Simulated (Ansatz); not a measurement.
# Si₂Ge₃H₁₂: basis-set convergence

One table from this session's results is given with a row withheld; the runs are named, their logs left out.

Program: Ansatz 0.2.0, Gaussian basis. Level of theory: one geometry, several basis sets. These are calculated values, not measurements.

Plan: PBE0-D4/def2-SVP; ωB97M-V/def2-SVP; PBE0-D4/def2-QZVPP; ωB97M-V/def2-QZVPP; the functionals' def2-TZVPP values are taken from earlier runs.

### The geometry

All runs share one geometry, relaxed beforehand with PBE0-D4 in a triple-zeta def2 set.

SMILES `[GeH3][SiH2][GeH2][SiH2][GeH3]`, 17 atoms, charge 0, spin multiplicity 1.

Atoms are counted from 1 here; the program's logs count them from 0.

Bond lengths: Ge1–Si2 2.379 Å, Ge1–H6 1.538 Å, Ge1–H7 1.538 Å, Ge1–H8 1.538 Å, Si2–Ge3 2.381 Å, Si2–H9 1.489 Å, Si2–H10 1.489 Å, Ge3–Si4 2.381 Å, Ge3–H11 1.541 Å, Ge3–H12 1.541 Å, Si4–Ge5 2.379 Å, Si4–H13 1.489 Å, Si4–H14 1.489 Å, Ge5–H15 1.538 Å, Ge5–H16 1.538 Å, Ge5–H17 1.538 Å. Angles: Si2–Ge1–H6 110.2°, Si2–Ge1–H7 111.5°, Si2–Ge1–H8 109.9°, H6–Ge1–H7 108.5°, H6–Ge1–H8 108.1°, H7–Ge1–H8 108.4°, Ge1–Si2–Ge3 109.7°, Ge1–Si2–H9 109.1°, Ge1–Si2–H10 110.0°, Ge3–Si2–H9 108.7°, Ge3–Si2–H10 111.0°, H9–Si2–H10 108.3°, Si2–Ge3–Si4 108.6°, Si2–Ge3–H11 110.3°, Si2–Ge3–H12 109.9°, Si4–Ge3–H11 109.8°, Si4–Ge3–H12 110.3°, H11–Ge3–H12 108.0° and more.

The first run:

in.yaml

```yaml
crystal:
  periodic: [false, false, false]
  atoms:
    - {symbol: Ge, position_ang: [-2.095380, 0.674694, 1.517690]}
    - {symbol: Si, position_ang: [0.151125, 1.445035, 1.384223]}
    - {symbol: Ge, position_ang: [1.607031, -0.396940, 0.988518]}
    - {symbol: Si, position_ang: [0.746051, -1.667356, -0.831832]}
    - {symbol: Ge, position_ang: [0.250585, -0.219000, -2.652477]}
    - {symbol: H, position_ang: [-2.242376, -0.340878, 2.663603]}
    - {symbol: H, position_ang: [-3.075942, 1.833816, 1.763279]}
    - {symbol: H, position_ang: [-2.487702, -0.024730, 0.204821]}
    - {symbol: H, position_ang: [0.271471, 2.401715, 0.249476]}
    - {symbol: H, position_ang: [0.520245, 2.157232, 2.638383]}
    - {symbol: H, position_ang: [3.023796, 0.105509, 0.651227]}
    - {symbol: H, position_ang: [1.700254, -1.271312, 2.253500]}
    - {symbol: H, position_ang: [-0.505378, -2.344670, -0.393172]}
    - {symbol: H, position_ang: [1.717545, -2.710516, -1.261149]}
    - {symbol: H, position_ang: [-0.311992, -0.995437, -3.854947]}
    - {symbol: H, position_ang: [-0.789620, 0.828613, -2.219769]}
    - {symbol: H, position_ang: [1.520287, 0.524235, -3.101363]}
basis:
  gaussian: {orbitals: def2-SVP}
hamiltonian: {xc: pbe0, dispersion: d4}
output: {orbitals: {seedname: orbitals}}
```

Steps of the session up to this table: PBE0-D4 in def2-SVP; ωB97M-V in def2-SVP; PBE0-D4 in def2-QZVPP; ωB97M-V in def2-QZVPP.

One of the session's tables, all rows but one given; the rest of the session is left out.

It belongs to the step «Functionals by basis». 

| functional | basis | HOMO (eV) | LUMO (eV) |
| --- | --- | --- | --- |
| PBE0-D4 | def2-SVP | -7.83 | -0.11 |
| PBE0-D4 | def2-TZVPP | -7.79 | -0.24 |
| PBE0-D4 | def2-QZVPP | -7.78 | -0.36 |
| ωB97M-V | def2-SVP | ? | ? |
| ωB97M-V | def2-TZVPP | -9.73 | 1.39 |
| ωB97M-V | def2-QZVPP | -9.72 | 1.04 |

Estimate the missing values for ωB97M-V, def2-SVP.

**Answer.** HOMO (eV): -9.73; LUMO (eV): 1.69.
